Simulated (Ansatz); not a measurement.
# CH₄Ge+ (doublet): from Hartree-Fock to the top rungs, cc-pVDZ

Aim: climb from Hartree-Fock through coupled cluster and multireference methods for CH₄Ge+ (doublet) at one geometry and basis, and see what each rung misses.

Program: Ansatz 0.2.0, Gaussian basis. Level of theory: cc-pVDZ, core rule «outside noble gas», up to 15 orbitals frozen. These are calculated values, not measurements.

To be run: UHF; CCSD(T) on ROHF; CCSD(T) on UHF; BCCD(T) on ROHF; CISD; CCSDT(Q) on ROHF; CCSDT(Q) on UHF; CASSCF and MRCISD+Q, 9 electrons in 9 orbitals; CASSCF and NEVPT4(SD), 9 electrons in 9 orbitals; CASSCF and NEVPT2, 9 electrons in 9 orbitals.

16 further runs of the same task are left out: 6 that didn't finish, 10 set aside as unsound or not needed.

## Step 1: The geometry

The geometry is a PBE0/def2-TZVP stationary point (not a proven minimum) of the parent state, kept for this charge and spin. No spin-orbit coupling is included. The filled d shell of Ge may be among the frozen orbitals whatever the setting's name suggests; the logs give the count.

6 atoms, charge 1, spin multiplicity 2.

Atoms are counted from 1 here; the program's logs count them from 0.

Bond lengths: Ge1–C2 1.963 Å, Ge1–H3 1.544 Å, Ge1–H4 1.540 Å, Ge1–H5 1.540 Å, C2–H6 1.109 Å. Angles: C2–Ge1–H3 120.4°, C2–Ge1–H4 104.4°, C2–Ge1–H5 104.4°, H3–Ge1–H4 109.4°, H3–Ge1–H5 109.4°, H4–Ge1–H5 108.2°, Ge1–C2–H6 108.7°.

## Step 2: UHF

The input, in.yaml:

```yaml
crystal:
  periodic: [false, false, false]
  atoms:
    - {symbol: Ge, position_ang: [0.000000, 0.014339, 0.274342]}
    - {symbol: C, position_ang: [0.000000, -0.148650, -1.681807]}
    - {symbol: H, position_ang: [0.000002, 1.406130, 0.943111]}
    - {symbol: H, position_ang: [1.247538, -0.768698, 0.724686]}
    - {symbol: H, position_ang: [-1.247540, -0.768695, 0.724686]}
    - {symbol: H, position_ang: [0.000001, 0.869212, -2.123146]}
basis:
  gaussian: {orbitals: cc-pVDZ}
total_charge: 1
magnetization: {spin_polarized: true, initial_magnetization: 1}
hamiltonian: {xc: hf}
output: {orbitals: {seedname: orbitals}}
```

Launch:

```console
$ ansatz run in.yaml --threads 1 --pin off --events-out ev --progress --plain --max-ram 2393MiB
```

The runs that follow: CCSD(T) on ROHF; CCSD(T) on UHF; BCCD(T) on ROHF; CISD; CCSDT(Q) on ROHF; CCSDT(Q) on UHF; CASSCF and MRCISD+Q, 9 electrons in 9 orbitals; CASSCF and NEVPT4(SD), 9 electrons in 9 orbitals; CASSCF and NEVPT2, 9 electrons in 9 orbitals.

Before running them: what should the planned runs give, taken together? Wanted: UCCSDT(Q) below the RHF energy; RMP2 from UCCSDT(Q); UMP2 from UCCSDT(Q); RCCSD from UCCSDT(Q); RCCSD(T) from UCCSDT(Q); UCCSD(T) from UCCSDT(Q); RCCSDT(Q) from UCCSDT(Q); MRCISD+Q frontier from UCCSDT(Q); T1 diagnostic.

The runs gave:

| quantity | value |
| --- | --- |
| UCCSDT(Q) below the RHF energy | -6.2527 eV |
| RMP2 from UCCSDT(Q) | +1498.4 meV |
| UMP2 from UCCSDT(Q) | +1489.7 meV |
| RCCSD from UCCSDT(Q) | +224.1 meV |
| RCCSD(T) from UCCSDT(Q) | +58.0 meV |
| UCCSD(T) from UCCSDT(Q) | +58.0 meV |
| RCCSDT(Q) from UCCSDT(Q) | +3.1 meV |
| MRCISD+Q frontier from UCCSDT(Q) | +82.7 meV |
| levels within 1 kcal/mol (43 meV) | RCCSDT, UCCSDT, RCCSDT(Q) |
| T1 diagnostic | 0.035 |

**Reading.** RCCSD(T) lands +58.0 meV from the yardstick (0.9 % of the correlation energy). These misses are within one basis, not against nature; the frozen cores of restricted and unrestricted runs differ, which can shift their rows.
